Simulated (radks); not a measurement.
**Fractional charge and spin in the 4s shell of germanium**

Aim: the energy as the spin-up occupation of 4s runs from 0 to 1 and the spin-down one from 0 to 1, against the two flat planes that join the four corners. Added charge counts from the emptiest corner (up 0, down 0).

Program: radks (a radial shooting solver on a logarithmic mesh, Libxc functionals) version 1. Level of theory: scalar-relativistic Kohn-Sham, PBE, spin-polarised, spherical densities, point nucleus. These are calculated values, not measurements, unless marked.

## Step 1: Starting point

| Item | Value |
| --- | --- |
| element | germanium (Z = 32) |
| configuration | [Ar] 3d10 4p(up 1, down 1) 4s(up 1, down 1) |

In the logs a row gives level, spin channel, occupation and eigenvalue; Etot, Ekin, Encl (electron-nucleus), Eh (Hartree) and Exc are energies, all in hartree; err is the last residual, it the number of iterations.

A shell typed twice in an input gives spin up, then spin down.

## Step 2: 4s: up 1, down 1

Settings of this run:

```text
Z 32
configuration [Ar] 3d10 4p1 4p1 4s1 4s1
relativity scalar-relativistic
functional pbe,pbe
spin polarised
nucleus point
c 137.035999084
```

Standard output:

```text
1s      1   1.0000        -402.81571929
2s      1   1.0000         -50.41248892
2p      1   3.0000         -44.05181065
3s      1   1.0000          -6.19192677
3p      1   3.0000          -4.24897331
3d      1   5.0000          -1.07715361
4p      1   1.0000          -0.14315417
4s      1   1.0000          -0.43112378
1s      2   1.0000        -402.81571929
2s      2   1.0000         -50.41248892
2p      2   3.0000         -44.05181065
3s      2   1.0000          -6.19192677
3p      2   3.0000          -4.24897331
3d      2   5.0000          -1.07715361
4p      2   1.0000          -0.14315417
4s      2   1.0000          -0.43112378
Etot -2098.8331881897943
Ekin 2136.848862461743
Encl -5058.346930328615
Eh 902.1617406309055
Exc -79.49686095382816
err 5.439730535192628e-09
it 15
```

4p is the highest filled level (-3.895 eV).

Radial moments (bohr):

```
level  occupation  energy (eV)      <r>  outermost maximum (interpolated)  90 % within  nodes
   1s           2     -10961.2  0.04700                            0.0307       0.0840      0
   2s           2      -1371.8   0.2100                             0.176        0.325      1
   2p           6      -1198.7   0.1837                             0.141        0.300      0
   3s           2      -168.49   0.6242                             0.542        0.933      2
   3p           6      -115.62   0.6470                             0.543        0.995      1
   3d          10      -29.311   0.7365                             0.504         1.25      0
   4s           2      -11.731    2.116                              1.74         3.20      3
   4p           2       -3.895    2.899                              2.21         4.59      2
```

The radial density on a logarithmic grid:

```
r (bohr)  4πr²ρ (e/bohr)
 0.00157          0.7519
 0.00238           1.603
 0.00360           3.328
 0.00550           6.720
 0.00834           12.59
  0.0126           21.48
  0.0192           31.93
  0.0293           38.96
  0.0444           36.94
  0.0673           31.77
   0.102           38.11
   0.156           45.63
   0.236           30.96
   0.358           23.40
   0.543           28.60
   0.830           15.92
    1.26           4.822
    1.91           2.304
    2.89           1.119
    4.42          0.2623
    6.69         0.02719
```

## Step 3: 4s: up 1, down 0.75

Settings of this run:

```text
Z 32
configuration [Ar] 3d10 4p1 4p1 4s1 4s0.75
relativity scalar-relativistic
functional pbe,pbe
spin polarised
nucleus point
c 137.035999084
```

Standard output:

```text
1s      1   1.0000        -402.90871172
2s      1   1.0000         -50.50423443
2p      1   3.0000         -44.14364804
3s      1   1.0000          -6.28435143
3p      1   3.0000          -4.34143792
3d      1   5.0000          -1.16948818
4p      1   1.0000          -0.21575780
4s      1   1.0000          -0.51399074
1s      2   1.0000        -402.90811030
2s      2   1.0000         -50.50396174
2p      2   3.0000         -44.14330787
3s      2   1.0000          -6.28358973
3p      2   3.0000          -4.34052418
3d      2   5.0000          -1.16774434
4p      2   1.0000          -0.20860116
4s      2   0.7500          -0.50479824
Etot -2098.7162915385957
Ekin 2136.7340167205066
Encl -5055.305120632
Eh 899.2869242403631
Exc -79.43211186746547
err 3.828143772369338e-09
it 15
```

E − E(step 2, 4s: up 1, down 1) = +3.181 eV. The top filled level is 4p down, -5.676 eV.

## Step 4: 4s: up 1, down 0.5

Settings of this run:

```text
Z 32
configuration [Ar] 3d10 4p1 4p1 4s1 4s0.5
relativity scalar-relativistic
functional pbe,pbe
spin polarised
nucleus point
c 137.035999084
```

Standard output:

```text
1s      1   1.0000        -403.00702538
2s      1   1.0000         -50.60112792
2p      1   3.0000         -44.24064848
3s      1   1.0000          -6.38194039
3p      1   3.0000          -4.43906639
3d      1   5.0000          -1.26693996
4p      1   1.0000          -0.29279800
4s      1   1.0000          -0.60090819
1s      2   1.0000        -403.00579510
2s      2   1.0000         -50.60056885
2p      2   3.0000         -44.23995361
3s      2   1.0000          -6.38035976
3p      2   3.0000          -4.43716765
3d      2   5.0000          -1.26334079
4p      2   1.0000          -0.27750146
4s      2   0.5000          -0.58194236
Etot -2098.580526674169
Ekin 2136.600577327991
Encl -5052.088586315715
Eh 896.2722708242061
Exc -79.36478851065112
err 6.370423644143159e-09
it 14
```

E − E(step 2, 4s: up 1, down 1) = +6.875 eV. 4p down is the highest filled level (-7.551 eV).

## Step 5: 4s: up 1, down 0.25

Settings of this run:

```text
Z 32
configuration [Ar] 3d10 4p1 4p1 4s1 4s0.25
relativity scalar-relativistic
functional pbe,pbe
spin polarised
nucleus point
c 137.035999084
```

Standard output:

```text
1s      1   1.0000        -403.10996885
2s      1   1.0000         -50.70247148
2p      1   3.0000         -44.34211445
3s      1   1.0000          -6.48399576
3p      1   3.0000          -4.54116047
3d      1   5.0000          -1.36881015
4p      1   1.0000          -0.37361055
4s      1   1.0000          -0.69127327
1s      2   1.0000        -403.10807849
2s      2   1.0000         -50.70161099
2p      2   3.0000         -44.34104835
3s      2   1.0000          -6.48152609
3p      2   3.0000          -4.53818890
3d      2   5.0000          -1.36322127
4p      2   1.0000          -0.34919763
4s      2   0.2500          -0.66188520
Etot -2098.425117101803
Ekin 2136.447667923274
Encl -5048.718792079029
Eh 893.1417832918071
Exc -79.29577623785462
err 4.452164670337117e-09
it 15
```

Energy against step 2 (4s: up 1, down 1): +11.104 eV. 4p down is the highest filled level (-9.502 eV).

## Step 6: 4s: up 1, down 0

Settings of this run:

```text
Z 32
configuration [Ar] 3d10 4p1 4p1 4s1 4s0
relativity scalar-relativistic
functional pbe,pbe
spin polarised
nucleus point
c 137.035999084
```

Standard output:

```text
1s      1   1.0000        -403.21707272
2s      1   1.0000         -50.80779395
2p      1   3.0000         -44.44757451
3s      1   1.0000          -6.59004448
3p      1   3.0000          -4.64724665
3d      1   5.0000          -1.47462446
4p      1   1.0000          -0.45771881
4s      1   1.0000          -0.78466543
1s      2   1.0000        -403.21448845
2s      2   1.0000         -50.80661512
2p      2   3.0000         -44.44611882
3s      2   1.0000          -6.58660058
3p      2   3.0000          -4.64309531
3d      2   5.0000          -1.46689074
4p      2   1.0000          -0.42326142
4s      2   0.0000          -0.74423866
Etot -2098.2494169255483
Ekin 2136.27457688313
Encl -5045.210244120357
Eh 889.912008595911
Exc -79.22575828423254
err 4.289738924462651e-09
it 15
```

Energy against step 2 (4s: up 1, down 1): +15.885 eV. The top filled level is 4p down, -11.518 eV.

## Step 7: 4s: up 0.75, down 0.75

Settings of this run:

```text
Z 32
configuration [Ar] 3d10 4p1 4p1 4s0.75 4s0.75
relativity scalar-relativistic
functional pbe,pbe
spin polarised
nucleus point
c 137.035999084
```

Standard output:

```text
1s      1   1.0000        -403.00667457
2s      1   1.0000         -50.60109608
2p      1   3.0000         -44.24055072
3s      1   1.0000          -6.38137974
3p      1   3.0000          -4.43834881
3d      1   5.0000          -1.26537209
4p      1   1.0000          -0.28542517
4s      1   0.7500          -0.59173088
1s      2   1.0000        -403.00667457
2s      2   1.0000         -50.60109608
2p      2   3.0000         -44.24055072
3s      2   1.0000          -6.38137974
3p      2   3.0000          -4.43834881
3d      2   5.0000          -1.26537209
4p      2   1.0000          -0.28542517
4s      2   0.7500          -0.59173088
Etot -2098.578156470818
Ekin 2136.5977164110172
Encl -5052.079540825507
Eh 896.2657062665915
Exc -79.36203832291955
err 5.789333225688231e-09
it 14
```

E − E(step 2, 4s: up 1, down 1) = +6.940 eV. The top filled level is 4p, -7.767 eV.

## Step 8: 4s: up 0.75, down 0.5

Settings of this run:

```text
Z 32
configuration [Ar] 3d10 4p1 4p1 4s0.75 4s0.5
relativity scalar-relativistic
functional pbe,pbe
spin polarised
nucleus point
c 137.035999084
```

Standard output:

```text
1s      1   1.0000        -403.10992296
2s      1   1.0000         -50.70273235
2p      1   3.0000         -44.34231127
3s      1   1.0000          -6.48368270
3p      1   3.0000          -4.54068485
3d      1   5.0000          -1.36746132
4p      1   1.0000          -0.36610547
4s      1   0.7500          -0.68213630
1s      2   1.0000        -403.10929278
2s      2   1.0000         -50.70244536
2p      2   3.0000         -44.34195571
3s      2   1.0000          -6.48286164
3p      2   3.0000          -4.53969733
3d      2   5.0000          -1.36560185
4p      2   1.0000          -0.35797072
4s      2   0.5000          -0.67233464
Etot -2098.420218151328
Ekin 2136.4417764545165
Encl -5048.699018661757
Eh 893.1271106360468
Exc -79.2900865801345
err 4.18285587085741e-09
it 15
```

Energy against step 2 (4s: up 1, down 1): +11.237 eV. 4p down is the highest filled level (-9.741 eV).

## Step 9: 4s: up 0.75, down 0.25

Settings of this run:

```text
Z 32
configuration [Ar] 3d10 4p1 4p1 4s0.75 4s0.25
relativity scalar-relativistic
functional pbe,pbe
spin polarised
nucleus point
c 137.035999084
```

Standard output:

```text
1s      1   1.0000        -403.21737082
2s      1   1.0000         -50.80838102
2p      1   3.0000         -44.44810025
3s      1   1.0000          -6.59000867
3p      1   3.0000          -4.64704215
3d      1   5.0000          -1.47352213
4p      1   1.0000          -0.45015900
4s      1   0.7500          -0.77559870
1s      2   1.0000        -403.21607846
2s      2   1.0000         -50.80779173
2p      2   3.0000         -44.44737221
3s      2   1.0000          -6.58829479
3p      2   3.0000          -4.64497727
3d      2   5.0000          -1.46966547
4p      2   1.0000          -0.43290863
4s      2   0.2500          -0.75532201
Etot -2098.2418248929725
Ekin 2136.265471563017
Encl -5045.178560427818
Eh 889.888215679662
Exc -79.21695170783323
err 5.6055984535424805e-09
it 14
```

E − E(step 2, 4s: up 1, down 1) = +16.092 eV. Highest occupied level: 4p down at -11.780 eV.

## Step 10: 4s: up 0.75, down 0

Settings of this run:

```text
Z 32
configuration [Ar] 3d10 4p1 4p1 4s0.75 4s0
relativity scalar-relativistic
functional pbe,pbe
spin polarised
nucleus point
c 137.035999084
```

Standard output:

```text
1s      1   1.0000        -403.32866479
2s      1   1.0000         -50.91768763
2p      1   3.0000         -44.55756295
3s      1   1.0000          -6.70000158
3p      1   3.0000          -4.75706432
3d      1   5.0000          -1.58319823
4p      1   1.0000          -0.53721427
4s      1   0.7500          -0.87180440
1s      2   1.0000        -403.32667593
2s      2   1.0000         -50.91677936
2p      2   3.0000         -44.55644412
3s      2   1.0000          -6.69730838
3p      2   3.0000          -4.75381333
3d      2   5.0000          -1.57718536
4p      2   1.0000          -0.50990107
4s      2   0.0000          -0.84039907
Etot -2098.0424213836936
Ekin 2136.068193484356
Encl -5041.5290530074635
Eh 886.5616498157253
Exc -79.14321167631155
err 3.4281680494716884e-09
it 15
```

E − E(step 2, 4s: up 1, down 1) = +21.518 eV. The top filled level is 4p down, -13.875 eV.

## Step 11: 4s: up 0.5, down 0.5

Settings of this run:

```text
Z 32
configuration [Ar] 3d10 4p1 4p1 4s0.5 4s0.5
relativity scalar-relativistic
functional pbe,pbe
spin polarised
nucleus point
c 137.035999084
```

Standard output:

```text
1s      1   1.0000        -403.21703832
2s      1   1.0000         -50.80838017
2p      1   3.0000         -44.44803251
3s      1   1.0000          -6.58942697
3p      1   3.0000          -4.64628794
3d      1   5.0000          -1.47187159
4p      1   1.0000          -0.44188817
4s      1   0.5000          -0.76580825
1s      2   1.0000        -403.21703832
2s      2   1.0000         -50.80838017
2p      2   3.0000         -44.44803251
3s      2   1.0000          -6.58942697
3p      2   3.0000          -4.64628794
3d      2   5.0000          -1.47187159
4p      2   1.0000          -0.44188817
4s      2   0.5000          -0.76580825
Etot -2098.239289957342
Ekin 2136.2624331915076
Encl -5045.168029382334
Eh 889.8803164937376
Exc -79.21401026025322
err 4.753991807668314e-09
it 14
```

Energy against step 2 (4s: up 1, down 1): +16.161 eV. The top filled level is 4p, -12.024 eV.

## Step 12: 4s: up 0.5, down 0.25

Settings of this run:

```text
Z 32
configuration [Ar] 3d10 4p1 4p1 4s0.5 4s0.25
relativity scalar-relativistic
functional pbe,pbe
spin polarised
nucleus point
c 137.035999084
```

Standard output:

```text
1s      1   1.0000        -403.32866620
2s      1   1.0000         -50.91800387
2p      1   3.0000         -44.55781480
3s      1   1.0000          -6.69968590
3p      1   3.0000          -4.75656950
3d      1   5.0000          -1.58178067
4p      1   1.0000          -0.52887567
4s      1   0.5000          -0.86204997
1s      2   1.0000        -403.32800317
2s      2   1.0000         -50.91770123
2p      2   3.0000         -44.55744183
3s      2   1.0000          -6.69879130
3p      2   3.0000          -4.75548998
3d      2   5.0000          -1.57978010
4p      2   1.0000          -0.51975996
4s      2   0.2500          -0.85155287
Etot -2098.037180340478
Ekin 2136.061926080053
Encl -5041.506906854875
Eh 886.5449466231319
Exc -79.13714618878822
err 3.987627515133884e-09
it 14
```

E − E(step 2, 4s: up 1, down 1) = +21.660 eV. Highest occupied level: 4p down at -14.143 eV.

## Step 13: 4s: up 0.5, down 0

Settings of this run:

```text
Z 32
configuration [Ar] 3d10 4p1 4p1 4s0.5 4s0
relativity scalar-relativistic
functional pbe,pbe
spin polarised
nucleus point
c 137.035999084
```

Standard output:

```text
1s      1   1.0000        -403.44389626
2s      1   1.0000         -51.03103575
2p      1   3.0000         -44.67102159
3s      1   1.0000          -6.81335642
3p      1   3.0000          -4.87025974
3d      1   5.0000          -1.69504742
4p      1   1.0000          -0.61862819
4s      1   0.5000          -0.96081084
1s      2   1.0000        -403.44253532
2s      2   1.0000         -51.03041380
2p      2   3.0000         -44.67025720
3s      2   1.0000          -6.81147912
3p      2   3.0000          -4.86798991
3d      2   5.0000          -1.69088365
4p      2   1.0000          -0.59943998
4s      2   0.0000          -0.93913403
Etot -2097.8134036705746
Ekin 2135.8397225029894
Encl -5037.724253632883
Eh 883.131135026306
Exc -79.06000756698694
err 4.054950660587105e-09
it 15
```

Energy against step 2 (4s: up 1, down 1): +27.750 eV. 4p down is the highest filled level (-16.312 eV).

## Step 14: 4s: up 0.25, down 0.25

Settings of this run:

```text
Z 32
configuration [Ar] 3d10 4p1 4p1 4s0.25 4s0.25
relativity scalar-relativistic
functional pbe,pbe
spin polarised
nucleus point
c 137.035999084
```

Standard output:

```text
1s      1   1.0000        -403.44356300
2s      1   1.0000         -51.03104670
2p      1   3.0000         -44.67096455
3s      1   1.0000          -6.81272259
3p      1   3.0000          -4.86943391
3d      1   5.0000          -1.69327275
4p      1   1.0000          -0.60943870
4s      1   0.2500          -0.95032480
1s      2   1.0000        -403.44356300
2s      2   1.0000         -51.03104670
2p      2   3.0000         -44.67096455
3s      2   1.0000          -6.81272259
3p      2   3.0000          -4.86943391
3d      2   5.0000          -1.69327275
4p      2   1.0000          -0.60943870
4s      2   0.2500          -0.95032480
Etot -2097.8106918143185
Ekin 2135.836486854929
Encl -5037.712748761869
Eh 883.1224505251923
Exc -79.05688043257045
err 2.089848174457988e-09
it 15
```

Energy against step 2 (4s: up 1, down 1): +27.824 eV. Highest occupied level: 4p at -16.584 eV.

## Step 15: 4s: up 0.25, down 0

Settings of this run:

```text
Z 32
configuration [Ar] 3d10 4p1 4p1 4s0.25 4s0
relativity scalar-relativistic
functional pbe,pbe
spin polarised
nucleus point
c 137.035999084
```

Standard output:

```text
1s      1   1.0000        -403.56252772
2s      1   1.0000         -51.14759771
2p      1   3.0000         -44.78770965
3s      1   1.0000          -6.92985734
3p      1   3.0000          -4.98657754
3d      1   5.0000          -1.80991272
4p      1   1.0000          -0.70168310
4s      1   0.2500          -1.05142911
1s      2   1.0000        -403.56182922
2s      2   1.0000         -51.14727830
2p      2   3.0000         -44.78731800
3s      2   1.0000          -6.92887292
3p      2   3.0000          -4.98538509
3d      2   5.0000          -1.80774616
4p      2   1.0000          -0.69160748
4s      2   0.0000          -1.04022692
Etot -2097.5619304773622
Ekin 2135.5886799628415
Encl -5033.803128910557
Eh 879.6291445211343
Exc -78.97662605078168
err 3.788374633435101e-09
it 15
```

Energy against step 2 (4s: up 1, down 1): +34.593 eV. The top filled level is 4p down, -18.820 eV.

## Step 16: 4s: up 0, down 0

Settings of this run:

```text
Z 32
configuration [Ar] 3d10 4p1 4p1 4s0 4s0
relativity scalar-relativistic
functional pbe,pbe
spin polarised
nucleus point
c 137.035999084
```

Standard output:

```text
1s      1   1.0000        -403.68436365
2s      1   1.0000         -51.26717888
2p      1   3.0000         -44.90743221
3s      1   1.0000          -7.04929553
3p      1   3.0000          -5.10580442
3d      1   5.0000          -1.92757912
4p      1   1.0000          -0.78616962
4s      1   0.0000          -1.14349307
1s      2   1.0000        -403.68436365
2s      2   1.0000         -51.26717888
2p      2   3.0000         -44.90743221
3s      2   1.0000          -7.04929553
3p      2   3.0000          -5.10580442
3d      2   5.0000          -1.92757912
4p      2   1.0000          -0.78616962
4s      2   0.0000          -1.14349307
Etot -2097.2876218475
Ekin 2135.3146392187
Encl -5029.7715857608155
Eh 876.0628370288588
Exc -78.89351233424308
err 4.0835272447817255e-09
it 15
```

E − E(step 2, 4s: up 1, down 1) = +42.057 eV. 4p is the highest filled level (-21.393 eV).

## Step 17: All runs together

```csv
down \ up,0,0.25,0.5,0.75,1
0,0.000,-0.921,-1.221,-0.910,0.000
0.25,-0.921,-1.148,-0.768,0.207,-0.810
0.5,-1.221,-0.768,0.276,-0.676,-1.067
0.75,-0.910,0.207,-0.676,-1.003,-0.790
1,0.000,-0.810,-1.067,-0.790,0.000
```

In words: The table gives the energy in eV minus the planes, whose edge runs along up + down = one added electron; mirror points follow by spin symmetry. With half an added electron in each spin it lies 0.28 eV above the planes. With half an electron added in spin up alone it lies 1.22 eV below them. The planes are only a guide here: the condition holds for ground states with one frontier orbital, and this shell lies below others.
